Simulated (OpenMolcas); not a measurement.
# One shape, several levels: CH3BNO− (SMILES N#C[BH2-]O)

Aim: a comparison of 5 runs (HF/3-21G, HF/cc-pVDZ, HF/def2-SVP, PBE0/6-31G, CCSD(T)/6-31G**) of CH3BNO−. 

The results are computed with OpenMolcas 26.06.

2 further runs of the same task are left out: 2 set aside as unsound or not needed.

**1. Starting point**

CH3BNO− has 7 atoms, charge -1, and is taken as a singlet. As SMILES, `N#C[BH2-]O`. The shape is that of a GFN2-xTB optimisation. This is one conformer, not always the lowest.

Bond lengths: N1–C2 1.157 Å, C2–B3 1.576 Å, B3–O4 1.510 Å, B3–H5 1.238 Å, B3–H6 1.214 Å, O4–H7 0.957 Å. Angles: N1–C2–B3 177.9°, C2–B3–O4 110.5°, C2–B3–H5 106.5°, C2–B3–H6 109.3°, O4–B3–H5 111.4°, O4–B3–H6 108.2°, B3–O4–H7 106.7°, H5–B3–H6 110.9°.

**2. Energy and gradient at HF/3-21G (run 1)**

File input.xyz:

```xyz
7

N      0.256130    -1.968150     1.239910
C      0.258440    -0.932640     0.722890
B      0.263230     0.451130    -0.031790
O     -1.104220     0.748470    -0.598100
H      1.113140     0.360450    -0.927870
H      0.550850     1.334010     0.750100
H     -1.337570     0.006720    -1.155130
```

File calc.inp:

```
&GATEWAY
  BasLib=$CurrDir
  Coord=input.xyz
  Basis=3-21G
  Group=NoSym

&SEWARD

&SCF
  Charge=-1
  Thresholds=1e-10 1e-07 1e-07 1e-05
  PrOrbitals=1 2

&ALASKA
```

The basis set 3-21G is read from a file made from the Basis Set Exchange's data (not shown).

Run with:

```sh
$ export MOLCAS_MEM=1860
$ pymolcas calc.inp > calc.log
```

Output:

```text
--- Start Module: gateway ---
[...]
--- Stop Module: gateway /rc=_RC_ALL_IS_WELL_ ---
[...]
      Basis functions           42
[...]
--- Start Module: scf ---
[...]
       Convergence after  18 Iterations
[...]
::    Total SCF energy                               -192.5836246910
[...]
      Total spin, S                                     0.0000000000
[...]
      Total electronic charge=   30.000000
      Total            charge=   -1.000000
[...]
      Dipole Moment (debye):
      Origin of the operator (angstrom)=   -0.1383   -0.3587    0.2637
                   X= -1.1337E+00               Y= -1.2889E+00               Z= -9.9672E-01           Total=  1.9849E+00
      Center of Charge (angstrom)
[...]
--- Stop Module: scf /rc=_RC_ALL_IS_WELL_ ---
--- Start Module: alaska ---
[...]
 *              Molecular gradients               *
 **************************************************
  Irreducible representation: a
 ------------------------------------------------------------------------------------------
                              X                       Y                       Z
 ------------------------------------------------------------------------------------------
  N1               -3.04072257702570E-04   -2.30800111974538E-02    1.06703522013554E-02
  C2               -2.03258391131356E-03    4.32661295167307E-02   -2.31966005032369E-02
  B3                7.07062414851167E-03   -2.31751159782540E-02    1.75715073197455E-02
  O4               -8.65214550757631E-03   -4.17328983901211E-03   -8.78544813216697E-03
  H5               -2.65074045772584E-03    5.62753796358312E-04   -3.04245184493657E-03
  H6               -2.25001184427465E-03   -1.41324648252006E-04   -2.60377818511270E-03
  H7                8.81892983007471E-03    6.74085834979854E-03    9.38641914435179E-03
 ------------------------------------------------------------------------------------------
--- Stop Module: alaska /rc=_RC_ALL_IS_WELL_ ---
[...]
```

Run time: 2.3 s. Hardware: 1 thread of Arm Neoverse V1, shared host; peak memory 0.38 GiB.

**3. Energy and gradient at HF/cc-pVDZ (run 2)**

File mol.xyz:

```xyz
7

N      0.256130    -1.968150     1.239910
C      0.258440    -0.932640     0.722890
B      0.263230     0.451130    -0.031790
O     -1.104220     0.748470    -0.598100
H      1.113140     0.360450    -0.927870
H      0.550850     1.334010     0.750100
H     -1.337570     0.006720    -1.155130
```

File run.inp:

```
>>> EXPORT MOLCAS_PRINT=2

&GATEWAY
  BasLib = $CurrDir
  Coord = mol.xyz
  Basis = cc-pVDZ
  Group = NoSym

&SEWARD

&SCF
  Charge = -1
  Thresholds = 1e-10 1e-07 1e-07 1e-05
  PrOrbitals = 1 2

&ALASKA
```

The basis set cc-pVDZ is read from a file made from the Basis Set Exchange's data (not shown).

Run with:

```sh
$ export MOLCAS_MEM=1860
$ pymolcas run.inp > run.log
```

Output:

```text
--- Start Module: gateway ---
[...]
--- Stop Module: gateway /rc=_RC_ALL_IS_WELL_ ---
[...]
      Basis functions           71
[...]
--- Start Module: scf ---
[...]
       Convergence after  18 Iterations
[...]
::    Total SCF energy                               -193.6814229761
[...]
      Total spin, S                                     0.0000000000
[...]
      Total electronic charge=   30.000000
      Total            charge=   -1.000000
[...]
      Dipole Moment (debye):
      Origin of the operator (angstrom)=   -0.1383   -0.3587    0.2637
                   X= -1.1954E+00               Y= -9.0947E-01               Z= -1.0076E+00           Total=  1.8087E+00
      Center of Charge (angstrom)
[...]
--- Stop Module: scf /rc=_RC_ALL_IS_WELL_ ---
[...]
--- Start Module: alaska ---
[...]
 *              Molecular gradients               *
 **************************************************
  Irreducible representation: a
 ------------------------------------------------------------------------------------------
                              X                       Y                       Z
 ------------------------------------------------------------------------------------------
  N1               -1.59096994818086E-04   -2.77060272766860E-02    1.32078853662296E-02
  C2               -3.05063880872813E-04    5.33161510669462E-02   -2.80602225563973E-02
  B3                1.61263678800525E-02   -2.43264437263715E-02    2.41835293190709E-02
  O4               -6.61764711219437E-03    1.51304600268052E-02    2.98337665764059E-03
  H5               -4.35403545739455E-03    2.53457576787020E-04    6.83746509899885E-04
  H6               -3.26295395550957E-03   -4.85077403931689E-03   -5.86773107355421E-03
  H7               -1.42757047928632E-03   -1.18168236282274E-02   -7.13058422289370E-03
 ------------------------------------------------------------------------------------------
--- Stop Module: alaska /rc=_RC_ALL_IS_WELL_ ---
[...]
```

Wall time 5.4 s (1 thread of Arm Neoverse V1, shared host); peak memory 0.42 GiB.

Runs 3 to 4 aren't shown in full; the table further down has their settings and results.

**4. The energy at CCSD(T)/6-31G(d,p) (spherical functions) (run 5)**

File job.input:

```
* CH3BNO CCSD(T)
&gateway
baslib
$CurrDir
coord
7
angstrom
N        0.256130      -1.968150       1.239910
C        0.258440      -0.932640       0.722890
B        0.263230       0.451130      -0.031790
O       -1.104220       0.748470      -0.598100
H        1.113140       0.360450      -0.927870
H        0.550850       1.334010       0.750100
H       -1.337570       0.006720      -1.155130
basis
6-31Gss
group
NoSym
&seward
&scf
charge
-1
thresholds
1e-10 1e-07 1e-07 1e-05
prorbitals
0
&rasscf
fileorb
$Project.ScfOrb
spin
1
nactel
0 0 0
inactive
15
ras2
0
outorbitals
Canonical
orblisting
Nothing
&motra
jobiph
frozen
4
&ccsdt
cct
triples
2
iterations
80
accuracy
1e-08
extrapolation
5 4
```

The basis set 6-31G** is read from a file made from the Basis Set Exchange's data (not shown).

Run with:

```sh
$ export MOLCAS_MEM=1860
$ pymolcas job.input > job.log
```

Output:

```text
--- Start Module: gateway ---
[...]
--- Stop Module: gateway /rc=_RC_ALL_IS_WELL_ ---
[...]
      Basis functions           71
[...]
       Convergence after  18 Iterations
[...]
::    Total SCF energy                               -193.6676720865
[...]
      Total spin, S                                     0.0000000000
[...]
      Number of active orbitals                  0
[...]
      Spin quantum number                      0.0
[...]
      Active orbitals                            0
[...]
      Number of CSFs                             1
[...]
      Number of root(s) required                 1
[...]
      Convergence after  4 iterations
[...]
      Natural orbitals and occupation numbers for root  1
      ************************************************************************************************************************
      *                                                    Final results                                                     *
      ************************************************************************************************************************
[...]
::    RASSCF root number  1 Total energy:   -193.66767209
[...]
      Total electronic charge=   30.000000
      Total            charge=   -1.000000
[...]
      Dipole Moment (debye):
      Origin of the operator (angstrom)=   -0.1383   -0.3587    0.2637
                   X= -1.0885E+00               Y= -8.5054E-01               Z= -1.0679E+00           Total=  1.7460E+00
      Center of Charge (angstrom)
[...]
--- Start Module: motra ---
[...]
      *** WARNING: Default frozen orbitals is overwritten by user input.
      *** Default values:   4
[...]
--- Stop Module: motra /rc=_RC_ALL_IS_WELL_ ---
--- Start Module: ccsdt ---
[...]
      Convergence after                    17  Iterations
      Total energy (diff) :    -194.25458366       0.00000000
[...]
 METHOD                       : CCSD+T(CCSD)+<T3(1)WT1> = CCSD(T)
[...]
       CCSD     =      -194.2545836600889
[...]
--- Stop Module: ccsdt /rc=_RC_ALL_IS_WELL_ ---
[...]
```

Wall time 28 s (1 thread of Arm Neoverse V1, shared host); peak memory 0.42 GiB.

**5. All runs side by side**

| run | level | integration grid | task | energy (Eh) | HOMO energy (eV) | LUMO energy (eV) | HOMO–LUMO gap (eV) | wall time |
| --- | --- | --- | --- | --- | --- | --- | --- | --- |
| 1 | HF/3-21G | – | gradient | -192.583625 | -5.01 | 10.87 | 15.88 | 2.3 s |
| 2 | HF/cc-pVDZ | – | gradient | -193.681423 | -5.36 | 9.81 | 15.17 | 5.4 s |
| 3 | HF/def2-SVP | – | gradient | -193.516625 | -5.44 | 9.71 | 15.16 | 5.4 s |
| 4 | PBE0/6-31G | UltraFine | gradient | -194.505872 | -1.47 | 6.35 | 7.82 | 16 s |
| 5 | CCSD(T)/6-31G** (spherical functions) | – | energy | -194.273107 | -5.33 | 10.44 | 15.77 | 28 s |

**6. Results**

```
                                                    quantity          value
                                         run 5: total energy  -194.27311 Eh
                  run 5: HOMO energy (Hartree–Fock orbitals)       -5.33 eV
                  run 5: LUMO energy (Hartree–Fock orbitals)       10.44 eV
run 5: HOMO–LUMO gap (to an unbound level, set by the basis)       15.77 eV
          run 5: correlation energy (4 core orbitals frozen)     -605.4 mEh
                                       run 5: (T) correction     -18.52 mEh
```

In words: Over runs 1, 2, 3, 4 the HOMO–LUMO gap runs from 7.82 eV (PBE0/6-31G) to 15.88 eV (HF/3-21G). The two ends differ in method and basis. The empty levels of an anion lie above zero and hang on the basis. All runs together took 57 s, the longest 28 s.
